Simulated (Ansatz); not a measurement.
# InH2 radical: an energy map over angle H2–In1–H3 and change of the bonds In1–H2, In1–H3, all alike

How does the energy of H2In, SMILES [InH2], spin multiplicity 2 change over two coordinates at once? A grid of runs gives the map.

Computed with Ansatz 0.2.0. Level: UHF/def2-TZVP.

### 1 The system as given

SMILES `[InH2]`, 3 atoms, charge 0, spin multiplicity 2.

Atoms are counted from 1 here; the program's logs count them from 0.

Bond lengths: In1–H2 1.793 Å, In1–H3 1.793 Å. Angles: H2–In1–H3 119.5°.

Geometry (Å):

```xyz
3

In    0.3985   -0.4398    0.1553
H     0.6973    1.2882    0.5276
H    -1.1067   -0.9133   -0.6962
```

### 2 The minimum at this level

File input.yaml:

```yaml
crystal:
  periodic: [false, false, false]
  atoms:
    - { symbol: In, position_ang: [0.398537, -0.439765, 0.155319] }
    - { symbol: H, position_ang: [0.697272, 1.28823, 0.527584] }
    - { symbol: H, position_ang: [-1.10671, -0.913265, -0.696203] }
magnetization:
  spin_polarized: true
  initial_magnetization: 1
basis:
  gaussian: { orbitals: def2-TZVP }
hamiltonian:
  xc: hf
output:
  forces: true
relax:
  f_tol: 0.003
  max_steps: 120
```

Started as:

```console
> ansatz run input.yaml --threads 1 --pin off --max-ram 2560MiB --backend cpu --events-out ev --progress --plain --runs-dir out
```

The log of the run:

```text
Warning: RAYON_NUM_THREADS=1 ignored (pool sized by the plan → 1); use --threads N
The last accepted step is kept in <dir> (removed where the run ends without a failure and the disk answers)
Engine: ansatz 0.2.0, aarch64-unknown-linux-gnu
Functional definition: HF
  exchange = exact_x
  correlation = 0
635 factors; integrals over basis functions are off by at most 4.0e-4 eV
mean field evaluation 1: about -5178.3339 eV, gradient 6.6e0 eV
mean field evaluation 2: about -5178.3361 eV, gradient 6.6e0 eV
mean field evaluation 4: about -5178.9676 eV, gradient 1.3e0 eV
mean field evaluation 8: about -5179.0054 eV, gradient 3.2e-3 eV
mean field -5179.00544668 eV, -190.3249397094 hartree, gradient 1.9e-5 eV, S^2 0.759758; 0 other end points of the search recorded, 0 dependent functions left out
the calculation of the forces begins
reference -5179.00544668 eV, -190.3249397094 hartree; 12, 11 occupied and 50, 51 virtual orbitals, 635 factors
relax step   1: F+E_penalty+E_count = -5179.00544668 eV  Δ(F+E_penalty+E_count) = +0.000e0 eV  max|allowed force component| = 3.563e-1 eV/Å  Δτ_max = 0.0000 Å  (39 SCF iters, accepted)
these checks for a lower state are left out or cut short: starts, cluster_reference, orbital_swaps, neighbouring_geometries, increment
635 factors; integrals over basis functions are off by at most 4.4e-4 eV
mean field evaluation 16: about -5179.0103 eV, gradient 1.2e-4 eV
mean field -5179.01031041 eV, -190.3251184481 hartree, gradient 1.1e-5 eV, S^2 0.757057; 0 other end points of the search recorded, 0 dependent functions left out
the calculation of the forces begins
reference -5179.01031041 eV, -190.3251184481 hartree; 12, 11 occupied and 50, 51 virtual orbitals, 635 factors
relax step   2: F+E_penalty+E_count = -5179.01031041 eV  Δ(F+E_penalty+E_count) = -4.864e-3 eV  max|allowed force component| = 2.972e-1 eV/Å  Δτ_max = 0.0623 Å  (37 SCF iters, accepted)
these checks for a lower state are left out or cut short: starts, cluster_reference, orbital_swaps, neighbouring_geometries, increment
635 factors; integrals over basis functions are off by at most 4.2e-4 eV
mean field -5179.01928011 eV, -190.3254480786 hartree, gradient 1.4e-5 eV, S^2 0.757882; 0 other end points of the search recorded, 0 dependent functions left out
the calculation of the forces begins
reference -5179.01928011 eV, -190.3254480786 hartree; 12, 11 occupied and 50, 51 virtual orbitals, 635 factors
relax step   3: F+E_penalty+E_count = -5179.01928011 eV  Δ(F+E_penalty+E_count) = -8.970e-3 eV  max|allowed force component| = 2.382e-2 eV/Å  Δτ_max = 0.0339 Å  (36 SCF iters, accepted)
these checks for a lower state are left out or cut short: starts, cluster_reference, orbital_swaps, neighbouring_geometries, increment
635 factors; integrals over basis functions are off by at most 4.2e-4 eV
mean field evaluation 32: about -5179.0194 eV, gradient 1.2e-4 eV
mean field -5179.01937813 eV, -190.3254516810 hartree, gradient 1.4e-5 eV, S^2 0.757982; 0 other end points of the search recorded, 0 dependent functions left out
the calculation of the forces begins
reference -5179.01937813 eV, -190.3254516810 hartree; 12, 11 occupied and 50, 51 virtual orbitals, 635 factors
relax step   4: F+E_penalty+E_count = -5179.01937813 eV  Δ(F+E_penalty+E_count) = -9.803e-5 eV  max|allowed force component| = 6.040e-4 eV/Å  Δτ_max = 0.0044 Å  (32 SCF iters, accepted)
635 factors; integrals over basis functions are off by at most 4.2e-4 eV
mean field -5179.01937813 eV, -190.3254516810 hartree, gradient 1.4e-5 eV, S^2 0.757982; 1 other end points of the search recorded, 0 dependent functions left out
the calculation of the forces begins
reference -5179.01937813 eV, -190.3254516810 hartree; 12, 11 occupied and 50, 51 virtual orbitals, 635 factors
Total energy: -5179.01937813 eV, -190.3254516810 hartree
Atom 0 at     0.389079    -0.430088     0.151543 Å, force     0.000472    -0.000503     0.000186 eV/Å
Atom 1 at     0.684580     1.262186     0.517661 Å, force     0.000049     0.000604     0.000101 eV/Å
Atom 2 at    -1.084560    -0.896898    -0.682503 Å, force    -0.000521    -0.000100    -0.000287 eV/Å
Dipole moment:     0.077557    -0.080672     0.030804 e Å
```

Wall time 4.9 s (1 thread of Arm Neoverse V1, shared host); peak memory 0.1 GiB.

Relaxation path:

```csv
step,energy from step 1 (eV),largest force component (eV/Å)
1,0.0000,0.3563
2,-0.0049,0.2972
3,-0.0138,0.0238
4,-0.0139,0.0006
```

Distances of close pairs at the start and the end, largest changes first:

```csv
bond,before (Å),after (Å),change (Å)
In1–H3,1.793,1.756,-0.037
In1–H2,1.793,1.756,-0.036
```

### 3 The grid

First coordinate, angle H2–In1–H3: 15 values from 74.8 to 164.8 °. Second coordinate, change of the bonds In1–H2, In1–H3, all alike: 15 values from −0.193 to 0.299 Å.

Nothing else is relaxed (all other coordinates rigid). Energies count from the relaxed molecule at the same level. Points are written as (first, second).

Below, 3 of the grid's runs; all are launched alike.

### 4 The run at (132.6°, 0.193 Å)

File input.yaml:

```yaml
crystal:
  periodic: [false, false, false]
  atoms:
    - { symbol: In, position_ang: [0.389079, -0.430088, 0.151543] }
    - { symbol: H, position_ang: [0.904853, 1.382984, 0.648677] }
    - { symbol: H, position_ang: [-1.17387, -1.153921, -0.761505] }
magnetization:
  spin_polarized: true
  initial_magnetization: 1
basis:
  gaussian: { orbitals: def2-TZVP }
hamiltonian:
  xc: hf
output:
  forces: true
```

Started as:

```console
> ansatz run input.yaml --threads 1 --pin off --max-ram 2560MiB --backend cpu --events-out ev --progress --plain --runs-dir out
```

The log of the run:

```text
Warning: RAYON_NUM_THREADS=1 ignored (pool sized by the plan → 1); use --threads N
[... 4 set-up lines as earlier in the session ...]
587 factors; integrals over basis functions are off by at most 1.0e-3 eV
mean field evaluation 1: about -5177.9298 eV, gradient 6.0e0 eV
mean field evaluation 2: about -5177.9309 eV, gradient 6.0e0 eV
mean field evaluation 4: about -5178.5735 eV, gradient 1.4e0 eV
mean field evaluation 8: about -5178.6279 eV, gradient 5.8e-3 eV
mean field -5178.62787960 eV, -190.3110643751 hartree, gradient 1.9e-5 eV, S^2 0.777999; 0 other end points of the search recorded, 0 dependent functions left out
the calculation of the forces begins
reference -5178.62787960 eV, -190.3110643751 hartree; 12, 11 occupied and 50, 51 virtual orbitals, 587 factors
Total energy: -5178.62787960 eV, -190.3110643751 hartree
Atom 0 at     0.389079    -0.430088     0.151543 Å, force    -0.386376     0.401897    -0.153460 eV/Å
Atom 1 at     0.904853     1.382984     0.648677 Å, force    -0.620567    -1.194068    -0.475313 eV/Å
Atom 2 at    -1.173870    -1.153921    -0.761505 Å, force     1.006943     0.792171     0.628772 eV/Å
Dipole moment:     0.065088    -0.067703     0.025852 e Å
```

Run time: 0.91 s. Hardware: 1 thread of Arm Neoverse V1, shared host; peak memory 0.095 GiB.

Energy on the map's scale: 38 kJ/mol.

### 5 Point (119.8°, 0.299 Å)

File input.yaml:

```yaml
crystal:
  periodic: [false, false, false]
  atoms:
    - { symbol: In, position_ang: [0.389079, -0.430088, 0.151543] }
    - { symbol: H, position_ang: [0.73492, 1.550249, 0.580003] }
    - { symbol: H, position_ang: [-1.335403, -0.976404, -0.82448] }
magnetization:
  spin_polarized: true
  initial_magnetization: 1
basis:
  gaussian: { orbitals: def2-TZVP }
hamiltonian:
  xc: hf
output:
  forces: true
```

Started as:

```console
> ansatz run input.yaml --threads 1 --pin off --max-ram 2560MiB --backend cpu --events-out ev --progress --plain --runs-dir out
```

The log of the run:

```text
Warning: RAYON_NUM_THREADS=1 ignored (pool sized by the plan → 1); use --threads N
[... 4 set-up lines as earlier in the session ...]
587 factors; integrals over basis functions are off by at most 1.1e-3 eV
mean field evaluation 1: about -5177.6390 eV, gradient 6.3e0 eV
mean field evaluation 2: about -5177.6401 eV, gradient 6.3e0 eV
mean field evaluation 4: about -5178.3102 eV, gradient 1.5e0 eV
mean field evaluation 8: about -5178.3703 eV, gradient 1.0e-3 eV
mean field evaluation 16: about -5178.1237 eV, gradient 1.4e0 eV
mean field evaluation 32: about -5178.3091 eV, gradient 1.5e0 eV
mean field -5178.37032160 eV, -190.3015992933 hartree, gradient 1.6e-5 eV, S^2 0.803036; 0 other end points of the search recorded, 0 dependent functions left out
the calculation of the forces begins
reference -5178.37032160 eV, -190.3015992933 hartree; 12, 11 occupied and 50, 51 virtual orbitals, 587 factors
Total energy: -5178.37032160 eV, -190.3015992933 hartree
Atom 0 at     0.389079    -0.430088     0.151543 Å, force    -1.088592     1.132321    -0.432363 eV/Å
Atom 1 at     0.734920     1.550249     0.580003 Å, force    -0.317951    -1.618460    -0.368757 eV/Å
Atom 2 at    -1.335403    -0.976404    -0.824480 Å, force     1.406543     0.486138     0.801119 eV/Å
Dipole moment:     0.190240    -0.197882     0.075559 e Å
```

It took 1 s on 1 thread of Arm Neoverse V1, shared host; peak memory 0.094 GiB.

On the map this point reads 63 kJ/mol.

### 6 Point (119.8°, 0.018 Å)

File input.yaml:

```yaml
crystal:
  periodic: [false, false, false]
  atoms:
    - { symbol: In, position_ang: [0.389079, -0.430088, 0.151543] }
    - { symbol: H, position_ang: [0.687641, 1.279519, 0.521429] }
    - { symbol: H, position_ang: [-1.099651, -0.901718, -0.691049] }
magnetization:
  spin_polarized: true
  initial_magnetization: 1
basis:
  gaussian: { orbitals: def2-TZVP }
hamiltonian:
  xc: hf
output:
  forces: true
```

Started as:

```console
> ansatz run input.yaml --threads 1 --pin off --max-ram 2560MiB --backend cpu --events-out ev --progress --plain --runs-dir out
```

The log of the run:

```text
Warning: RAYON_NUM_THREADS=1 ignored (pool sized by the plan → 1); use --threads N
[... 4 set-up lines as earlier in the session ...]
591 factors; integrals over basis functions are off by at most 5.3e-4 eV
mean field evaluation 1: about -5178.3504 eV, gradient 6.6e0 eV
mean field evaluation 2: about -5178.3517 eV, gradient 6.6e0 eV
mean field evaluation 4: about -5178.9796 eV, gradient 1.3e0 eV
mean field evaluation 8: about -5179.0159 eV, gradient 3.4e-3 eV
mean field -5179.01586889 eV, -190.3253227187 hartree, gradient 1.9e-5 eV, S^2 0.758791; 0 other end points of the search recorded, 0 dependent functions left out
the calculation of the forces begins
reference -5179.01586889 eV, -190.3253227187 hartree; 12, 11 occupied and 50, 51 virtual orbitals, 591 factors
Total energy: -5179.01586889 eV, -190.3253227187 hartree
Atom 0 at     0.389079    -0.430088     0.151543 Å, force    -0.119551     0.124353    -0.047483 eV/Å
Atom 1 at     0.687641     1.279519     0.521429 Å, force    -0.039792    -0.183690    -0.043804 eV/Å
Atom 2 at    -1.099651    -0.901718    -0.691049 Å, force     0.159343     0.059337     0.091287 eV/Å
Dipole moment:     0.084438    -0.087830     0.033537 e Å
```

It took 0.92 s on 1 thread of Arm Neoverse V1, shared host; peak memory 0.095 GiB.

Energy on the map's scale: 0.34 kJ/mol.

### 7 All points together

225 points were computed. Energies in kJ/mol, from the relaxed molecule at the same level:

```csv
"change of the bonds In1–H2, In1–H3, all alike (Å) ↓, angle H2–In1–H3 (°) →",74.8,81.2,87.6,94.0,100.5,106.9,113.3,119.8,126.2,132.6,139.0,145.5,151.9,158.3,164.8
0.299,130,110,93,81,72,66,63,63,65,69,76,84,95,107,119
0.263,122,100,83,70,61,55,51,51,53,58,65,74,85,98,113
0.228,113,91,73,60,50,44,41,40,43,48,55,65,77,91,106
0.193,106,83,64,51,41,34,31,30,33,38,45,55,68,83,100
0.158,99,75,57,42,32,25,22,21,24,29,36,47,60,75,93
0.123,94,69,50,36,25,18,14,14,16,21,29,39,52,67,86
0.088,90,65,45,30,19,12,8,7,9,14,22,32,45,61,79
0.053,88,63,43,27,16,8,4,3,5,9,17,27,40,55,72
0.018,89,63,42,26,14,6,2,0,2,6,14,23,36,51,67
−0.018,92,65,44,27,15,7,2,0,2,6,13,22,34,48,63
−0.053,98,71,49,32,19,11,5,3,4,8,14,23,35,48,62
−0.088,108,80,57,40,27,18,12,9,10,13,19,28,38,51,64
−0.123,122,93,70,52,38,29,22,20,19,22,28,35,45,57,69
−0.158,140,110,87,68,54,44,37,34,33,35,40,47,56,67,77
−0.193,163,133,109,90,75,65,57,53,52,54,58,64,72,81,91
```

On the same grid, dipole moment (D):

```
change of the bonds In1–H2, In1–H3, all alike (Å) ↓, angle H2–In1–H3 (°) →  74.8  81.2  87.6  94.0  100.5  106.9  113.3  119.8  126.2  132.6  139.0  145.5  151.9  158.3  164.8
                                                                     0.299  2.80  2.90  2.70  2.48   2.22   1.95   1.66   1.37   1.06   0.76   0.46   0.16   0.13   0.38   0.58
                                                                     0.263  2.96  2.85  2.64  2.41   2.15   1.87   1.58   1.28   0.97   0.66   0.35   0.05   0.25   0.52   0.75
                                                                     0.228  2.96  2.79  2.57  2.33   2.06   1.78   1.49   1.19   0.88   0.57   0.25   0.06   0.37   0.66   0.92
                                                                     0.193  2.90  2.71  2.49  2.24   1.97   1.69   1.40   1.09   0.78   0.47   0.15   0.17   0.48   0.79   1.08
                                                                     0.158  2.83  2.63  2.40  2.15   1.88   1.60   1.30   1.00   0.69   0.37   0.05   0.27   0.59   0.91   1.22
                                                                     0.123  2.74  2.54  2.31  2.05   1.78   1.50   1.20   0.90   0.59   0.27   0.04   0.37   0.69   1.00   1.32
                                                                     0.088  2.65  2.44  2.21  1.95   1.68   1.40   1.10   0.80   0.49   0.18   0.14   0.45   0.77   1.08   1.37
                                                                     0.053  2.54  2.33  2.10  1.85   1.58   1.30   1.00   0.70   0.40   0.09   0.23   0.54   0.84   1.13   1.37
                                                                     0.018  2.43  2.23  1.99  1.74   1.47   1.19   0.90   0.61   0.30   0.00   0.31   0.61   0.90   1.17   1.36
                                                                    −0.018  2.32  2.11  1.88  1.63   1.37   1.09   0.80   0.51   0.21   0.09   0.39   0.68   0.96   1.19   1.33
                                                                    −0.053  2.20  2.00  1.77  1.52   1.26   0.99   0.70   0.41   0.12   0.17   0.47   0.74   1.00   1.20   1.29
                                                                    −0.088  2.08  1.88  1.66  1.41   1.16   0.88   0.61   0.32   0.03   0.25   0.53   0.80   1.04   1.21   1.25
                                                                    −0.123  1.96  1.76  1.54  1.30   1.05   0.78   0.51   0.23   0.05   0.33   0.60   0.85   1.06   1.21   1.21
                                                                    −0.158  1.83  1.64  1.43  1.19   0.95   0.68   0.42   0.14   0.13   0.40   0.66   0.89   1.09   1.20   1.16
                                                                    −0.193  1.71  1.53  1.32  1.09   0.84   0.59   0.32   0.06   0.21   0.47   0.72   0.93   1.10   1.19   1.12
```

### 8 Summary of results

| quantity | value |
| --- | --- |
| lowest point | (119.8°, 0.018 Å), 0.34 kJ/mol |
| highest computed point | (74.8°, −0.193 Å), 163 kJ/mol above the lowest |
| dipole moment (D) | 0.00 at (132.6°, 0.018 Å) to 2.96 at (74.8°, 0.228 Å); 0.61 at the lowest point |
| time for the whole task | 4.2 min on 1 thread, shared host |

**Reading.** The lowest computed point is at (119.8°, 0.018 Å), 0.34 kJ/mol from the relaxed molecule at the same level. The grid is coarse, so the lowest point of the scanned range may lie between grid points; coordinates that were held can hide deeper minima. No other kind of well shows on this grid. The highest computed point, (74.8°, −0.193 Å), lies 163 kJ/mol above the lowest. Round the minimum the two coordinates are nearly uncoupled.
